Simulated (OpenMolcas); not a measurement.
# CH5FOSi (SMILES C[SiH](O)F) at 6 levels

Wanted: a comparison of 6 runs (HF/3-21G, B3LYP/6-31G*, B3LYP/def2-SVP, SVWN5/def2-SVP, r2SCAN/def2-SVP, CCSD(T)/def2-SVP) of CH5FOSi. 

The calculation is run with OpenMolcas 26.06.

1 further run of the same task is left out (set aside as unsound or not needed).

### 1 The molecule

CH5FOSi: 9 atoms, total charge 0, spin state singlet. SMILES: `C[SiH](O)F`. The coordinates come from a PBE0-D4/def2-TZVP relaxation. This is one conformer, not always the lowest.

Bond lengths: C1–Si2 1.851 Å, Si2–O3 1.634 Å, Si2–F4 1.601 Å, C1–H5 1.093 Å, C1–H6 1.093 Å, C1–H7 1.093 Å, Si2–H8 1.477 Å, O3–H9 0.958 Å. Some angles: C1–Si2–O3 113.2°, C1–Si2–F4 107.2°, O3–Si2–F4 109.7°, C1–Si2–H8 113.7°, O3–Si2–H8 105.4°, F4–Si2–H8 107.6°, Si2–C1–H5 110.5°, Si2–C1–H6 110.6°, Si2–C1–H7 111.4°, Si2–O3–H9 119.0°.

### 2 Energy and gradient at HF/3-21G (run 1)

Input file job.inp:

```
&GATEWAY
BasLib = $CurrDir
Coord
9
angstrom
C       -1.059200       0.382700       0.202100
Si       0.598700      -0.059400      -0.491700
O        1.699800      -0.426000       0.658800
F        0.386100      -1.319200      -1.457200
H       -1.759300       0.624200      -0.601500
H       -0.982100       1.251700       0.860100
H       -1.484000      -0.445000       0.776700
H        1.214000       1.018000      -1.292600
H        1.474600      -1.073100       1.328200
Basis = 3-21G
Group = NoSym
&SEWARD
&SCF
Thresholds = 1e-10 1e-07 1e-07 1e-05
PrOrbitals = 1 1
&ALASKA
```

The basis set 3-21G is read from a file made from the Basis Set Exchange's data (not shown).

Launch:

```console
$ export MOLCAS_MEM=1860
$ pymolcas job.inp > job.log
```

What it wrote:

```text
--- Start Module: gateway ---
[...]
--- Stop Module: gateway /rc=_RC_ALL_IS_WELL_ ---
[...]
      Basis functions           50
[...]
--- Start Module: scf ---
[...]
       Convergence after  12 Iterations
[...]
::    Total SCF energy                               -501.4327369342
[...]
      Total spin, S                                     0.0000000000
[...]
      Total electronic charge=   42.000000
      Total            charge=   -0.000000
[...]
      Dipole Moment (debye):
      Origin of the operator (angstrom)=    0.4626   -0.3445   -0.3424
                   X= -1.8061E+00               Y=  3.8354E-01               Z=  1.9351E+00           Total=  2.6747E+00
      Quadrupole Moment (debye*angstrom):
[...]
--- Stop Module: scf /rc=_RC_ALL_IS_WELL_ ---
--- Start Module: alaska ---
[...]
 *              Molecular gradients               *
 **************************************************
  Irreducible representation: a
 ------------------------------------------------------------------------------------------
                              X                       Y                       Z
 ------------------------------------------------------------------------------------------
  C1                1.21626623312192E-02   -4.00010837551434E-03   -6.22179926565636E-03
  SI2              -5.73111822772254E-03   -3.12078722815521E-02    1.90113727014960E-02
  O3               -4.46009909286005E-03    9.67963831448682E-03   -1.33842186551849E-02
  F4                2.09725599133037E-03    2.07736281240969E-02    1.20000723691867E-02
  H5               -2.15511836933580E-03    9.57098114243604E-04   -5.07434973000898E-03
  H6                2.12386373456233E-03    4.19321422954688E-03    2.81542282493419E-03
  H7                1.83836076080413E-04   -4.99077546644555E-03    2.20223934876129E-03
  H8                3.94241540564355E-03    1.05014482876920E-03   -2.28015268136916E-03
[...]
--- Stop Module: alaska /rc=_RC_ALL_IS_WELL_ ---
[...]
```

Wall time 1.9 s (1 thread of Intel Xeon 6975P-C (Granite Rapids), shared host); peak memory 0.38 GiB.

### 3 Energy and gradient at B3LYP/6-31G(d) (Cartesian functions) (run 2)

Edit job.inp of step 2 so:

```diff
@@ -1,4 +1,5 @@
+* CH5FOSi Kohn-Sham DFT
 &GATEWAY
-BasLib = $CurrDir
-Coord
+BASLIB=$CurrDir
+COORD
 9
@@ -14,8 +15,12 @@
 H        1.474600      -1.073100       1.328200
-Basis = 3-21G
-Group = NoSym
+BASIS=6-31Gs
+GROUP=NoSym
 &SEWARD
+GRIDINPUT
+Grid=UltraFine
+End of Grid
 &SCF
-Thresholds = 1e-10 1e-07 1e-07 1e-05
-PrOrbitals = 1 1
+KSDFT=B3LYP
+THRESHOLDS=1e-10 1e-07 1e-07 1e-05
+PRORBITALS=1 2
 &ALASKA
```

The basis set 6-31G* is read from a file made from the Basis Set Exchange's data (not shown).

Launch:

```console
$ export MOLCAS_MEM=1860
$ pymolcas job.inp > job.log
```

What it wrote:

```text
--- Start Module: gateway ---
[...]
--- Stop Module: gateway /rc=_RC_ALL_IS_WELL_ ---
[...]
      Basis functions           74
[...]
--- Start Module: scf ---
[...]
       Convergence after  13 Iterations
[...]
::    Total KS-DFT energy                            -505.7867232694
[...]
      Total spin, S                                     0.0000000000
[...]
      Total electronic charge=   42.000000
      Total            charge=   -0.000000
[...]
      Dipole Moment (debye):
      Origin of the operator (angstrom)=    0.4626   -0.3445   -0.3424
                   X= -1.3915E+00               Y=  1.2525E-01               Z=  1.7357E+00           Total=  2.2282E+00
      Quadrupole Moment (debye*angstrom):
[...]
--- Stop Module: scf /rc=_RC_ALL_IS_WELL_ ---
[...]
--- Start Module: alaska ---
[...]
 *              Molecular gradients               *
 **************************************************
  Irreducible representation: a
 ------------------------------------------------------------------------------------------
                              X                       Y                       Z
 ------------------------------------------------------------------------------------------
  C1                1.94139582557540E-03   -1.33287696854456E-03   -1.24520915526105E-03
  SI2               8.98716704389402E-04   -6.96524377119623E-03    5.50275484036122E-03
  O3               -1.13808540754370E-02   -4.02540273848223E-03   -3.47326369263001E-03
  F4                1.94418091470450E-03    9.10823694507279E-03    7.11168514980542E-03
  H5                2.03041429928286E-03   -5.47717760457589E-04    9.69513890534568E-04
  H6                8.23273044312567E-04   -1.66985540629128E-03   -1.46261725077901E-03
  H7                1.53385034662579E-03    1.11665223333857E-03   -1.23062575724786E-03
  H8               -2.94589173084336E-04   -1.43801627868445E-03   -3.57195653511777E-04
[...]
--- Stop Module: alaska /rc=_RC_ALL_IS_WELL_ ---
[...]
```

Run time: 20 s. Hardware: 1 thread of Intel Xeon 6975P-C (Granite Rapids), shared host; peak memory 0.43 GiB.

Runs 3 to 5 aren't shown in full; the table further down has their settings and results.

### 4 A single-point energy at CCSD(T)/def2-SVP (run 6)

Input file input.xyz:

```xyz
9

C     -1.059200     0.382700     0.202100
Si     0.598700    -0.059400    -0.491700
O      1.699800    -0.426000     0.658800
F      0.386100    -1.319200    -1.457200
H     -1.759300     0.624200    -0.601500
H     -0.982100     1.251700     0.860100
H     -1.484000    -0.445000     0.776700
H      1.214000     1.018000    -1.292600
H      1.474600    -1.073100     1.328200
```

Input file mol.input:

```
>>> EXPORT MOLCAS_PRINT=2

&gateway
 baslib=$CurrDir
 coord=input.xyz
 basis=def2-SVP
 group=NoSym

&seward

&scf
 thresholds=1e-10 1e-07 1e-07 1e-05
 prorbitals=1 2

&rasscf
 fileorb=$Project.ScfOrb
 spin=1
 nactel=0 0 0
 inactive=21
 ras2=0
 outorbitals=Canonical
 orblisting=Few

&motra
 jobiph
 frozen=8

&ccsdt
 cct
 triples=2
 iterations=80
 accuracy=1e-08
 extrapolation=5 4
```

The basis set def2-SVP is read from a file made from the Basis Set Exchange's data (not shown).

Launch:

```console
$ export MOLCAS_MEM=1860
$ pymolcas mol.input > mol.log
```

What it wrote:

```text
--- Start Module: gateway ---
[...]
--- Stop Module: gateway /rc=_RC_ALL_IS_WELL_ ---
[...]
      Basis functions           85
[...]
       Convergence after  13 Iterations
[...]
::    Total SCF energy                               -503.8755263682
[...]
      Total spin, S                                     0.0000000000
[...]
      Number of active orbitals                  0
[...]
      Spin quantum number                      0.0
[...]
      Active orbitals                            0
[...]
      Number of CSFs                             1
[...]
      Number of root(s) required                 1
[...]
      Convergence after  4 iterations
[...]
      Natural orbitals and occupation numbers for root  1
      ************************************************************************************************************************
      *                                                    Final results                                                     *
      ************************************************************************************************************************
[...]
::    RASSCF root number  1 Total energy:   -503.87552637
[...]
      Total electronic charge=   42.000000
      Total            charge=   -0.000000
[...]
      Dipole Moment (debye):
      Origin of the operator (angstrom)=    0.4626   -0.3445   -0.3424
                   X= -1.4316E+00               Y=  3.2740E-01               Z=  1.8391E+00           Total=  2.3535E+00
      Quadrupole Moment (debye*angstrom):
[...]
--- Start Module: motra ---
[...]
      *** WARNING: Default frozen orbitals is overwritten by user input.
      *** Default values:   5
[...]
--- Stop Module: motra /rc=_RC_ALL_IS_WELL_ ---
--- Start Module: ccsdt ---
[...]
      Convergence after                    14  Iterations
      Total energy (diff) :    -504.52307296       0.00000000
[...]
 METHOD                       : CCSD+T(CCSD)+<T3(1)WT1> = CCSD(T)
[...]
       CCSD     =      -504.5230729558992
[...]
--- Stop Module: ccsdt /rc=_RC_ALL_IS_WELL_ ---
[...]
```

Run time: 42 s. Hardware: 1 thread of Intel Xeon 6975P-C (Granite Rapids), shared host; peak memory 0.47 GiB.

### 5 The series

```
run                               level  Cartesian functions  integration grid  energy (Eh)  dipole moment (D) of the reference  HOMO energy (eV)  LUMO energy (eV)  wall time
  1                            HF/3-21G                   no                 –  -501.432737                                2.67            -12.35              5.81      1.9 s
  2  B3LYP/6-31G* (Cartesian functions)                  yes         UltraFine  -505.786723                                2.23             -8.41              1.16       20 s
  3                      B3LYP/def2-SVP                   no         UltraFine  -505.550813                                2.19             -8.50              0.97       23 s
  4                      SVWN5/def2-SVP                   no         UltraFine  -502.807728                                2.24             -7.29              0.29       18 s
  5                     r2SCAN/def2-SVP                   no         UltraFine  -505.398691                                2.21             -7.63              1.16       31 s
  6                    CCSD(T)/def2-SVP                   no                 –  -504.535894                                2.35            -12.45              4.34       42 s
```

### 6 Results

| quantity | value |
| --- | --- |
| run 6: total energy | -504.53589 Eh |
| run 6: dipole moment (mean-field density) | 2.35 D |
| run 6: HOMO energy (Hartree–Fock orbitals) | -12.45 eV |
| run 6: LUMO energy (Hartree–Fock orbitals) | 4.34 eV |
| run 6: HOMO–LUMO gap (Hartree–Fock orbitals) | 16.79 eV |
| run 6: correlation energy (8 core orbitals frozen) | -660.4 mEh |
| run 6: (T) correction | -12.82 mEh |

**Reading.** Over runs 1, 2, 3, 4, 5 the dipole moment (its size) runs from 2.19 D (B3LYP/def2-SVP) to 2.67 D (HF/3-21G). The two ends differ in method and basis. Over runs 1, 2, 3, 4, 5 the HOMO–LUMO gap runs from 7.58 eV (SVWN5/def2-SVP) to 18.15 eV (HF/3-21G). Totals of different functionals can't be ranked against each other. All runs together took 2.3 min, the longest 42 s.
